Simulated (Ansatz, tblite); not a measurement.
**SnEt3Br (C₆H₁₅BrSn): a ladder of methods and basis sets**

The task here is to estimate one member of a computed series from the others.

Method: as each input shows; program: Ansatz 0.2.0, Gaussian basis.

Levels to be run: GFN1-xTB, GFN2-xTB, PBE-D4/def2-TZVP, r2SCAN-D4/def2-TZVP, r2SCANh-D4/def2-TZVP, B97M-V/def2-TZVP, PBE-D4/def2-SVP, PBE0-D4/def2-SVP, MP2/def2-SVP.

2 further runs of the same task are left out: 2 set aside as unsound or not needed. Runs told in other sessions of the task aren't counted.

## The geometry

The singlet was relaxed beforehand with PBE-D4/def2-SVP.

23 atoms, charge 0, spin multiplicity 1.

Bond lengths: Sn1–C2 2.188 Å, Sn1–C9 2.188 Å, Sn1–C16 2.189 Å, Sn1–Br23 2.564 Å, C2–C3 1.528 Å, C2–H4 1.110 Å, C2–H5 1.111 Å, C3–H6 1.112 Å, C3–H7 1.109 Å, C3–H8 1.110 Å, C9–C10 1.528 Å, C9–H11 1.110 Å, C9–H12 1.111 Å, C10–H13 1.112 Å, C10–H14 1.109 Å, C10–H15 1.110 Å, C16–C17 1.528 Å, C16–H18 1.110 Å and more. Angles: C2–Sn1–C9 114.5°, C2–Sn1–C16 114.8°, C2–Sn1–Br23 103.9°, C9–Sn1–C16 114.4°, C9–Sn1–Br23 103.3°, C16–Sn1–Br23 103.9°, Sn1–C2–C3 113.0°, Sn1–C2–H4 106.1°, Sn1–C2–H5 106.8°, C3–C2–H4 111.6°, C3–C2–H5 111.9°, H4–C2–H5 107.1°, C2–C3–H6 111.4°, C2–C3–H7 111.4°, C2–C3–H8 111.9°, H6–C3–H7 107.5°, H6–C3–H8 107.1°, H7–C3–H8 107.3° and more.

Sn takes a core potential in the def2 sets. No spin-orbit coupling is included.

PBE0-D4/def2-TZVP was run before; its log isn't repeated, and its numbers join the tables.

Set-up of the first run:

Tight binding, by tblite at 300 K electronic temperature and without a spin-polarisation term:

```python
tblite.interface.Calculator('GFN1-xTB', numbers, positions, charge=0, uhf=0).singlepoint()
```

Tight binding, by tblite at 300 K electronic temperature and without a spin-polarisation term:

```python
tblite.interface.Calculator('GFN2-xTB', numbers, positions, charge=0, uhf=0).singlepoint()
```

start.molden holds the orbitals of an earlier run on this state, given as this run's starting guess.

The input, in.yaml:

```yaml
crystal:
  periodic: [false, false, false]
  atoms:
    - {symbol: Sn, position_ang: [-0.021451, -0.035609, 0.014739]}
    - {symbol: C, position_ang: [-0.332742, -0.111008, 2.179249]}
    - {symbol: C, position_ang: [0.071804, -1.450634, 2.793645]}
    - {symbol: H, position_ang: [-1.409187, 0.104650, 2.343803]}
    - {symbol: H, position_ang: [0.240163, 0.735345, 2.615757]}
    - {symbol: H, position_ang: [-0.136231, -1.474621, 3.885243]}
    - {symbol: H, position_ang: [-0.482085, -2.292245, 2.329597]}
    - {symbol: H, position_ang: [1.154738, -1.656265, 2.663426]}
    - {symbol: C, position_ang: [2.047966, -0.359192, -0.617106]}
    - {symbol: C, position_ang: [2.181001, -0.561982, -2.126139]}
    - {symbol: H, position_ang: [2.405623, -1.246266, -0.053596]}
    - {symbol: H, position_ang: [2.637583, 0.513345, -0.262116]}
    - {symbol: H, position_ang: [3.233940, -0.768710, -2.416101]}
    - {symbol: H, position_ang: [1.565817, -1.416555, -2.475379]}
    - {symbol: H, position_ang: [1.856616, 0.334314, -2.695051]}
    - {symbol: C, position_ang: [-1.028916, 1.622277, -0.999554]}
    - {symbol: C, position_ang: [-2.552963, 1.521265, -0.948183]}
    - {symbol: H, position_ang: [-0.655497, 1.617277, -2.044849]}
    - {symbol: H, position_ang: [-0.659549, 2.557090, -0.525739]}
    - {symbol: H, position_ang: [-3.031987, 2.353696, -1.507464]}
    - {symbol: H, position_ang: [-2.910382, 0.569569, -1.391513]}
    - {symbol: H, position_ang: [-2.936781, 1.563227, 0.092322]}
    - {symbol: Br, position_ang: [-1.237482, -2.118990, -0.854980]}
basis:
  gaussian: {orbitals: def2-TZVP, initial_orbitals: start.molden}
hamiltonian: {xc: pbe, dispersion: d4}
scf: {omitted_lower_state_checks: [starts]}
output: {orbitals: {seedname: orbitals}}
```

On the command line:

```console
$ ansatz run in.yaml --threads 4 --pin off --events-out ev --progress --plain --max-ram 6963MiB
```

Steps of the session up to this table: PBE-D4/def2-TZVP; r2SCAN-D4/def2-TZVP; r2SCANh-D4/def2-TZVP; B97M-V/def2-TZVP; PBE-D4/def2-SVP; PBE0-D4/def2-SVP; MP2/def2-SVP.

One table of the session follows, with a row left open; its other results are not shown here.

It belongs to the step «Binding energy». 

| level | binding an atom (eV) |
| --- | --- |
| HF/def2-SVP | ? |
| PBE-D4/def2-SVP | 3.936 |
| PBE-D4/def2-TZVP | 3.914 |
| r2SCAN-D4/def2-TZVP | 3.861 |
| B97M-V/def2-TZVP | 3.855 |
| r2SCANh-D4/def2-TZVP | 3.847 |
| PBE0-D4/def2-SVP | 3.901 |
| PBE0-D4/def2-TZVP | 3.874 |
| MP2/def2-SVP | 3.715 |

Q: Estimate the row for HF/def2-SVP from the others.

As computed: binding an atom (eV): 2.938. In the column «binding an atom (eV)» it is the lowest.

To keep in mind: Free atoms were run apart at each level; binding is atoms less cluster, divided by the number of atoms, without zero-point or spin-orbit terms.
